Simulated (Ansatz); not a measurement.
# GaP2H+ (quartet): the correlation ladder, cc-pVDZ

How much of the correlation energy of GaP2H+ (quartet) does each wave-function method recover here?

Program: Ansatz 0.2.0, Gaussian basis. Level of theory: cc-pVDZ, core rule «outside noble gas», up to 24 orbitals frozen. These are calculated values, not measurements.

Plan: UHF; CCSD(T) on ROHF; CCSD(T) on UHF; BCCD(T) on ROHF; CISD; CCSDT(Q) on ROHF; CCSDT(Q) on UHF.

22 further runs of the same task are left out: 6 for a known fault of the program, 4 that didn't finish, 12 set aside as unsound or not needed.

### Step 1. The system

The geometry is a PBE0/def2-TZVP stationary point (not a proven minimum) of the parent state, kept for this charge and spin. No spin-orbit coupling is included. The filled d shell of Ga may be among the frozen orbitals whatever the setting's name suggests; the logs give the count.

4 atoms, charge 1, spin multiplicity 4.

Atoms are counted from 1 here; the program's logs count them from 0.

Bond lengths: Ga1–P2 2.309 Å, P2–P3 2.097 Å, P3–H4 1.426 Å. Angles: Ga1–P2–P3 102.4°, P2–P3–H4 91.5°.

### Step 2. UHF

File in.yaml:

```yaml
crystal:
  periodic: [false, false, false]
  atoms:
    - {symbol: Ga, position_ang: [0.000000, -0.177541, 1.298000]}
    - {symbol: P, position_ang: [0.000000, 0.970946, -0.705002]}
    - {symbol: P, position_ang: [0.000000, -0.582598, -2.112914]}
    - {symbol: H, position_ang: [0.000000, 0.347362, -3.193620]}
basis:
  gaussian: {orbitals: cc-pVDZ}
total_charge: 1
magnetization: {spin_polarized: true, initial_magnetization: 3}
hamiltonian: {xc: hf}
output: {orbitals: {seedname: orbitals}}
```

The run is started by

```sh
$ ansatz run in.yaml --threads 1 --pin off --events-out ev --progress --plain --max-ram 2393MiB
```

The runs that follow: CCSD(T) on ROHF; CCSD(T) on UHF; BCCD(T) on ROHF; CISD; CCSDT(Q) on ROHF; CCSDT(Q) on UHF.

**Question.** What will the summary of the whole plan be? Wanted: UCCSDT(Q) below the RHF energy; RMP2 from UCCSDT(Q); UMP2 from UCCSDT(Q); RCCSD from UCCSDT(Q); RCCSD(T) from UCCSDT(Q); UCCSD(T) from UCCSDT(Q); RCCSDT(Q) from UCCSDT(Q); T1 diagnostic.

**Answer**, as computed:

| quantity | value |
| --- | --- |
| UCCSDT(Q) below the RHF energy | -7.6425 eV |
| RMP2 from UCCSDT(Q) | +143.9 kJ/mol |
| UMP2 from UCCSDT(Q) | +153.1 kJ/mol |
| RCCSD from UCCSDT(Q) | +31.9 kJ/mol |
| RCCSD(T) from UCCSDT(Q) | +6.6 kJ/mol |
| UCCSD(T) from UCCSDT(Q) | +6.5 kJ/mol |
| RCCSDT(Q) from UCCSDT(Q) | +0.4 kJ/mol |
| levels within 1 kcal/mol (43 meV) | RCCSDT, UCCSDT, RCCSDT(Q) |
| T1 diagnostic | 0.027 |

In words: RCCSD(T) lands +6.6 kJ/mol from the yardstick (0.9 % of the correlation energy). These misses are within one basis, not against nature; the frozen cores of restricted and unrestricted runs differ, which can shift their rows.
